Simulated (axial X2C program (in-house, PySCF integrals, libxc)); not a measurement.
# Linear ClZrCl⁺ at several levels

How do method and spin–orbit coupling move the bonds and stretches of ClZrCl⁺, held linear?

Method: all-electron X2C, two-component (2c) or spin-free, Cl dyall-av3z, Zr dyall-v3z; program: an in-house X2C program for linear molecules on PySCF integrals.

All values are calculated.

2 further runs of the same task are left out: 2 set aside as unsound or not needed.

## 1. The job

task.json reads:

```json
{"zs": [17, 40, 17], "q": 1, "bas": ["dyall-av3z", "dyall-v3z", "dyall-av3z"], "r0": [2.53, 2.53], "symm": 1, "scan": ["PBE0", "HF", "B3LYP"], "levels": ["PBE0", "HF", "B3LYP"], "nst": 2}
```

Keys: zs atomic numbers; q charge; bas basis sets; r0 starting distance in Å; symm equal bonds; scan levels of the two-bond scan (MP2 follows by itself at each HF point); levels methods; nst determinants followed.

Launch:

```sh
$ python solin.py task.json out
```

Masses Cl 34.969, Zr 89.905, Cl 34.969 u.

## 2. Scan at PBE0, 2c

State: Ω = 3/2 (beyond evenly filled blocks: ω = 3/2). Energies above the lowest point, from the job's result record:

```csv
r(Cl–Zr) (Å),r(Zr–Cl) (Å),E (meV)
2.2523,2.2523,65.16
2.2523,2.3100,28.87
2.2523,2.3678,52.96
2.3100,2.2523,28.87
2.3100,2.3100,0.00
2.3100,2.3678,30.90
2.3100,2.4255,109.03
2.3678,2.2523,52.96
2.3678,2.3100,30.90
2.3678,2.3678,68.06
2.4255,2.3100,109.03
2.4255,2.4255,241.06
```

A quadratic surface with cubic terms in each bond gives the minimum at 2.308 and 2.308 Å, force constants 2.88, 2.88 and coupling 0.30 mdyn/Å.

## 3. Scan at HF, 2c

State: Ω = 3/2 (beyond evenly filled blocks: ω = 3/2). Energies above the lowest point, from the job's result record:

```csv
r(Cl–Zr) (Å),r(Zr–Cl) (Å),E (meV)
2.2523,2.2523,158.08
2.2523,2.3100,77.27
2.2523,2.3678,64.30
2.3100,2.2523,77.27
2.3100,2.3100,5.02
2.3100,2.3678,0.00
2.3100,2.4255,48.91
2.3678,2.2523,64.30
2.3678,2.3100,0.00
2.3678,2.3678,2.37
2.4255,2.3100,48.91
2.4255,2.4255,120.29
```

A quadratic surface with cubic terms in each bond gives the minimum at 2.340 and 2.340 Å, force constants 2.89, 2.89 and coupling 0.35 mdyn/Å.

## 4. Scan at B3LYP, 2c

State: Ω = 3/2 (beyond evenly filled blocks: ω = 3/2). Energies above the lowest point, from the job's result record:

| r(Cl–Zr) (Å) | r(Zr–Cl) (Å) | E (meV) |
| --- | --- | --- |
| 2.2523 | 2.2523 | 105.30 |
| 2.2523 | 2.3100 | 49.03 |
| 2.2523 | 2.3678 | 54.44 |
| 2.3100 | 2.2523 | 49.03 |
| 2.3100 | 2.3100 | 0.00 |
| 2.3100 | 2.3678 | 12.05 |
| 2.3100 | 2.4255 | 72.68 |
| 2.3678 | 2.2523 | 54.44 |
| 2.3678 | 2.3100 | 12.05 |
| 2.3678 | 2.3678 | 30.20 |
| 2.4255 | 2.3100 | 72.68 |
| 2.4255 | 2.4255 | 167.67 |

A quadratic surface with cubic terms in each bond gives the minimum at 2.325 and 2.325 Å, force constants 2.77, 2.77 and coupling 0.29 mdyn/Å.

## 5. The levels side by side

| level | r(Cl–Zr) (Å) | r(Zr–Cl) (Å) | lower stretch (cm⁻¹) | upper stretch (cm⁻¹) |
| --- | --- | --- | --- | --- |
| PBE0, 2c | 2.308 | 2.308 | 392.8 | 471.7 |
| HF, 2c | 2.340 | 2.340 | 396.9 | 467.8 |
| B3LYP, 2c | 2.325 | 2.325 | 385.4 | 462.2 |
| MP2, 2c | 2.308 | 2.308 | 399.9 | 479.4 |
| PBE0, spin-free | 2.307 | 2.307 | 393.0 | 471.9 |
| HF, spin-free | 2.339 | 2.339 | 397.1 | 468.0 |
| B3LYP, spin-free | 2.324 | 2.324 | 385.6 | 462.5 |
| MP2, spin-free | 2.308 | 2.308 | 400.1 | 479.6 |

Scans not shown above were run alike.

In words: Over the levels the Cl–Zr bond spans 2.307 to 2.340 Å and the Zr–Cl bond 2.307 to 2.340 Å. At PBE0 spin–orbit coupling leaves both bonds unchanged to 0.001 Å. Each state is one determinant, the lowest of a limited PBE0 search; the stretches come from a fit to few points and are good to some per cent at best. The stretches are sorted by size, and where the two bonds are alike the symmetric and antisymmetric modes can swap order between levels. MP2 freezes inner shells (threshold -2 hartree). The molecule was held linear; bending was not examined, so a bent shape may lie lower. Note: functional without a current term on a determinant with orbital currents, of the molecule or an atom.
